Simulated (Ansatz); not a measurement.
Geometry optimisation, DFT PBE, scalar-relativistic, plane waves, PAW (Ansatz 0.2.0).

input.yaml

```yaml
crystal:
  lattice:
    - [6.62, 0.0, 0.0]
    - [0.0, 6.62, 0.0]
    - [0.0, 0.0, 6.62]
  atoms:
    - { symbol: Ta, position: [0.0, 0.0, 0.0] }
    - { symbol: Ta, position: [0.5, 0.0, 0.0] }
    - { symbol: Ta, position: [0.0, 0.5, 0.0] }
    - { symbol: Ta, position: [0.0, 0.0, 0.5] }
    - { symbol: Ta, position: [0.25, 0.25, 0.25] }
    - { symbol: Ta, position: [0.5, 0.5, 0.0] }
    - { symbol: Ta, position: [0.5, 0.0, 0.5] }
    - { symbol: Ta, position: [0.75, 0.25, 0.25] }
    - { symbol: Ta, position: [0.0, 0.5, 0.5] }
    - { symbol: Ta, position: [0.25, 0.75, 0.25] }
    - { symbol: Ta, position: [0.25, 0.25, 0.75] }
    - { symbol: Ta, position: [0.5, 0.5, 0.5] }
    - { symbol: Ta, position: [0.75, 0.75, 0.25] }
    - { symbol: Ta, position: [0.75, 0.25, 0.75] }
    - { symbol: Ta, position: [0.25, 0.75, 0.75] }
    - { symbol: Ta, position: [0.75, 0.75, 0.75] }
    - { symbol: H, position: [0.8777927, -0.0020663, 0.2527376] }
basis:
  ecutwfc: 420.0
kpoints:
  mp_grid: { grid: [3, 3, 3] }
hamiltonian:
  xc: pbe
scf:
  occupations: { method: gaussian, width: 0.1 }
  lower_state_search: "off"
relax:
  f_tol: 0.03
  max_steps: 60
  adjacent_minimum: "off"
```

Run as:

```bash
$ ansatz run input.yaml --threads 4 --pin off --max-ram 10240MiB --backend cpu --events-out ev --progress --plain --runs-dir out
```

Task: Where does it end, and by what steps?

Result: The forces met the threshold. Limits of this set-up: coarse k mesh, odd electron count without spin, a small cell, in which the defect meets its images, a typed lattice constant that wasn't relaxed here. After 4 steps the energy has fallen by 0.183 eV; Ta4 moved furthest, 0.07 Å.

```
step  energy less start (eV)  largest force component (eV/Å)  accepted
   0                  0.0000                           1.247       yes
   1                  0.1062                           0.999        no
   2                 -0.1806                           0.087       yes
   3                 -0.1827                           0.042       yes
   4                 -0.1834                           0.003       yes
```

```xyz
17
Lattice="6.6200 0.0000 0.0000 0.0000 6.6200 0.0000 0.0000 0.0000 6.6200" Properties=species:S:1:pos:R:3
Ta 0.037 -0.001 -0.058
Ta 3.300 -0.001 -0.005
Ta -0.005 3.309 0.004
Ta 0.037 -0.001 3.370
Ta 1.668 1.661 1.656
Ta 3.305 3.309 0.012
Ta 3.299 -0.001 3.317
Ta 4.931 1.713 1.656
Ta -0.005 3.309 3.308
Ta 1.668 4.958 1.656
Ta 1.662 1.644 4.966
Ta 3.305 3.309 3.300
Ta 4.931 4.905 1.656
Ta 4.972 1.652 4.966
Ta 1.662 4.975 4.966
Ta 4.972 4.967 4.966
H 5.794 -0.001 1.656
```

Whether the end is a true minimum wasn't checked by a vibrational analysis.

The run took 30 s on 4 threads of AMD EPYC 9R14 (Zen 4), with other jobs on the host, peak memory 1.1 GiB.
